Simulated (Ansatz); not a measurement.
**C2H7AlS: a ladder of functionals and wavefunction methods**

One table from this session's results is given with a row withheld; the runs are named, their logs left out.

The runs use Ansatz 0.2.0, Gaussian basis; functionals in def2-TZVPP, the program's frozen cores in correlated methods.

Plan: LDA (SPW92), PBE-D4, revPBE-D4, BLYP-D4, r2SCAN-D4, B97M-V, PBE0-D4, B3LYP-D4, r2SCANh-D4, r2SCAN0-D4, HSE06-D4, BHLYP-D4, CAM-B3LYP-D4, LC-ωPBE, ωB97X-V, ωB97M-V, B2PLYP, PBE-QIDH; CCSD(T)/def2-SVP; CCSD(T)/def2-TZVPP; MP2/def2-QZVPP; extrapolation to the limit; RPA on PBE.

**The relaxed structure**

The geometry comes from an earlier relaxation with PBE0-D4 in a triple-zeta def2 set; it is a stationary point, not always the lowest conformer.

SMILES `[CH3][AlH][S]C`, 11 atoms, charge 0, spin multiplicity 1.

Atoms are counted from 1 here; the program's logs count them from 0.

Bond lengths: C1–Al2 1.951 Å, C1–H5 1.095 Å, C1–H6 1.093 Å, C1–H7 1.095 Å, Al2–S3 2.176 Å, Al2–H8 1.584 Å, S3–C4 1.821 Å, C4–H9 1.089 Å, C4–H10 1.089 Å, C4–H11 1.089 Å. Angles: Al2–C1–H5 111.6°, Al2–C1–H6 111.1°, Al2–C1–H7 111.7°, H5–C1–H6 107.6°, H5–C1–H7 107.0°, H6–C1–H7 107.6°, C1–Al2–S3 120.8°, C1–Al2–H8 124.6°, S3–Al2–H8 114.6°, Al2–S3–C4 103.6°, S3–C4–H9 108.8°, S3–C4–H10 108.8°, S3–C4–H11 112.0°, H9–C4–H10 109.1°, H9–C4–H11 109.0°, H10–C4–H11 109.0°.

Set-up of the first run:

File in.yaml:

```yaml
crystal:
  periodic: [false, false, false]
  atoms:
    - {symbol: C, position_ang: [-0.798553, 1.448586, -0.484480]}
    - {symbol: Al, position_ang: [0.941972, 0.682845, -0.922919]}
    - {symbol: S, position_ang: [1.572497, -1.215192, -0.066176]}
    - {symbol: C, position_ang: [0.164383, -1.701783, 0.980886]}
    - {symbol: H, position_ang: [-0.897883, 1.636203, 0.589282]}
    - {symbol: H, position_ang: [-0.951587, 2.398893, -1.002241]}
    - {symbol: H, position_ang: [-1.617194, 0.780142, -0.769025]}
    - {symbol: H, position_ang: [1.997579, 1.349895, -1.897075]}
    - {symbol: H, position_ang: [0.509732, -1.803258, 2.009123]}
    - {symbol: H, position_ang: [-0.214194, -2.663279, 0.635865]}
    - {symbol: H, position_ang: [-0.641452, -0.970051, 0.947459]}
basis:
  gaussian: {orbitals: def2-TZVPP}
hamiltonian: {xc: lda}
output: {orbitals: {seedname: orbitals}}
```

Among the steps run: LDA; PBE-D4 (GGA); revPBE-D4 (GGA); BLYP-D4 (GGA); r2SCAN-D4 (meta-GGA); B97M-V (meta-GGA); PBE0-D4 (hybrid); B3LYP-D4 (hybrid); r2SCANh-D4 (hybrid); r2SCAN0-D4 (hybrid); HSE06-D4 (hybrid); BHLYP-D4 (hybrid); CAM-B3LYP-D4 (range-separated); LC-ωPBE-D4 (range-separated; the results give it without D4); ωB97X-V (range-separated); ωB97M-V (range-separated); B2PLYP (double hybrid); PBE-QIDH (double hybrid).

One of the session's tables, all rows but one given; the rest of the session is left out.

It belongs to the step «Orbital energies across the functionals». 

| functional | HOMO (eV) | gap (eV) |
| --- | --- | --- |
| LDA (SPW92) | -6.00 | 4.20 |
| PBE-D4 | -5.88 | 4.31 |
| revPBE-D4 | -5.84 | 4.37 |
| BLYP-D4 | -5.72 | 4.27 |
| r2SCAN-D4 | -6.13 | 4.87 |
| B97M-V | -6.21 | 4.80 |
| PBE0-D4 | -7.03 | 6.20 |
| B3LYP-D4 | -6.79 | 5.77 |
| r2SCANh-D4 | -6.55 | 5.55 |
| r2SCAN0-D4 | -7.19 | 6.55 |
| HSE06-D4 | -6.63 | 5.43 |
| BHLYP-D4 | -8.04 | 7.98 |
| CAM-B3LYP-D4 | -8.32 | 8.41 |
| LC-ωPBE | -9.70 | 10.86 |
| ωB97X-V | -9.35 | 10.39 |
| ωB97M-V | ? | ? |

Estimate the missing values for ωB97M-V.

As computed: HOMO (eV): -9.20; gap (eV): 9.97. In the column «HOMO (eV)» it lies between ωB97X-V (-9.35) and CAM-B3LYP-D4 (-8.32).
